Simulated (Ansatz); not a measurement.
# CH₄Cl₂SeSn: how energies converge with the basis set

One table from this session's results is given with a row withheld; the runs are named, their logs left out.

The runs use Ansatz 0.2.0, Gaussian basis; one geometry, several basis sets.

The runs, in order: PBE0-D4/def2-SVP; ωB97M-V/def2-SVP; PBE0-D4/def2-QZVPP; ωB97M-V/def2-QZVPP; the functionals' def2-TZVPP values are taken from earlier runs.

**The geometry**

All runs share one geometry, relaxed beforehand with PBE0-D4 in a triple-zeta def2 set. Sn takes the def2 core potential; no spin-orbit term is included.

9 atoms, charge 0, spin multiplicity 1.

Atoms are counted from 1 here; the program's logs count them from 0.

Bond lengths: C1–Se2 1.961 Å, C1–H6 1.087 Å, C1–H7 1.087 Å, C1–H8 1.089 Å, Se2–Sn3 2.488 Å, Sn3–Cl4 2.325 Å, Sn3–Cl5 2.325 Å, Sn3–H9 1.697 Å. Angles: Se2–C1–H6 110.1°, Se2–C1–H7 110.1°, Se2–C1–H8 105.5°, H6–C1–H7 111.2°, H6–C1–H8 109.9°, H7–C1–H8 109.9°, C1–Se2–Sn3 95.4°, Se2–Sn3–Cl4 108.8°, Se2–Sn3–Cl5 108.8°, Se2–Sn3–H9 116.5°, Cl4–Sn3–Cl5 103.4°, Cl4–Sn3–H9 109.3°, Cl5–Sn3–H9 109.3°.

As a file:

```xyz
9

C    -1.2272   -0.0417    1.1354
Se    0.2305    1.2663    1.0416
Sn    1.3130    0.2704   -0.9654
Cl    1.7832   -1.9644   -0.5303
Cl   -0.2476    0.1674   -2.6854
H    -1.8296    0.0040    0.2312
H    -0.8245   -1.0401    1.2889
H    -1.8264    0.2526    1.9953
H     2.7170    1.0394   -1.5283
```

The first run:

in.yaml

```yaml
crystal:
  periodic: [false, false, false]
  atoms:
    - {symbol: C, position_ang: [-1.227195, -0.041726, 1.135368]}
    - {symbol: Se, position_ang: [0.230546, 1.266318, 1.041630]}
    - {symbol: Sn, position_ang: [1.312972, 0.270352, -0.965373]}
    - {symbol: Cl, position_ang: [1.783235, -1.964417, -0.530327]}
    - {symbol: Cl, position_ang: [-0.247585, 0.167390, -2.685448]}
    - {symbol: H, position_ang: [-1.829614, 0.004041, 0.231194]}
    - {symbol: H, position_ang: [-0.824514, -1.040127, 1.288865]}
    - {symbol: H, position_ang: [-1.826420, 0.252589, 1.995272]}
    - {symbol: H, position_ang: [2.716974, 1.039380, -1.528280]}
basis:
  gaussian: {orbitals: def2-SVP}
hamiltonian: {xc: pbe0, dispersion: d4}
output: {orbitals: {seedname: orbitals}}
```

Started as:

```sh
ansatz run in.yaml --threads 2 --pin off --events-out ev --progress --plain --max-ram 32768MiB --backend cpu
```

Among the steps run: PBE0-D4 in def2-SVP; ωB97M-V in def2-SVP; PBE0-D4 in def2-QZVPP; ωB97M-V in def2-QZVPP.

One of the session's tables, all rows but one given; the rest of the session is left out.

It belongs to the step «Functionals by basis». 

| functional | basis | HOMO (eV) | LUMO (eV) |
| --- | --- | --- | --- |
| PBE0-D4 | def2-SVP | -7.12 | -1.75 |
| PBE0-D4 | def2-TZVPP | ? | ? |
| PBE0-D4 | def2-QZVPP | -7.24 | -1.97 |
| ωB97M-V | def2-SVP | -9.24 | 0.29 |
| ωB97M-V | def2-TZVPP | -9.37 | -0.01 |
| ωB97M-V | def2-QZVPP | -9.40 | -0.11 |

**Question.** Estimate the row for PBE0-D4, def2-TZVPP.

The run gave: HOMO (eV): -7.22; LUMO (eV): -1.93. In the column «HOMO (eV)» it lies between PBE0-D4, def2-QZVPP (-7.24) and PBE0-D4, def2-SVP (-7.12).
